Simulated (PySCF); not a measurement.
# C2H5BF2Si2: the cost of one run

Computed with PySCF 2.14.0, with density-fitted response routines of our own, on a single molecule in the gas phase. Atoms are numbered from 0 throughout.

## 1. The molecule as given

12 atoms, charge 0, multiplicity 1; geometry from: GFN2-xTB. The atoms were then displaced at random by about 0.01 Å, so the start is not that level's minimum.

Bonds of the start (Å): F0–B1 1.31, B1–F2 1.33, B1–Si3 2.01, Si3–C4 1.82, C4–C5 1.22, C5–Si6 1.86, Si3–H7 1.47, Si3–H8 1.45, Si6–H9 1.47, Si6–H10 1.45, Si6–H11 1.47.

## 2. Optimising the geometry at PBE0-D3(BJ)/def2-SVP

The job: settings as JSON, then the geometry in Å.

```
{"job": {"xc": "PBE0", "basis": "def2-SVP", "d3": "d3bj", "grid": 1, "shake": 0.01, "kind": "geom"}, "charge": 0, "multiplicity": 1}
F     -3.811090    -0.413780     0.649680
B     -2.880220    -0.243580    -0.256500
F     -3.119210     0.798630    -1.046230
Si    -1.260460    -1.428640    -0.410010
C      0.235970    -0.424130    -0.169840
C      1.222780     0.270260     0.002420
Si     2.750110     1.300190     0.254100
H     -1.252960    -2.492300     0.600600
H     -1.174480    -2.060860    -1.710320
H      3.336230     0.923040     1.547170
H      3.651670     1.031490    -0.845160
H      2.341350     2.711420     0.272240
```

Started as:

```bash
> OMP_NUM_THREADS=1 python probes_run.py task.json out
```

The driver reads the jobs from task.json and runs them one after another.

**Question.** How long does this first job take on 1 thread of Arm Neoverse V1, shared host, and how much memory does it need?

About 100 s, with a peak of 0.53 GiB.
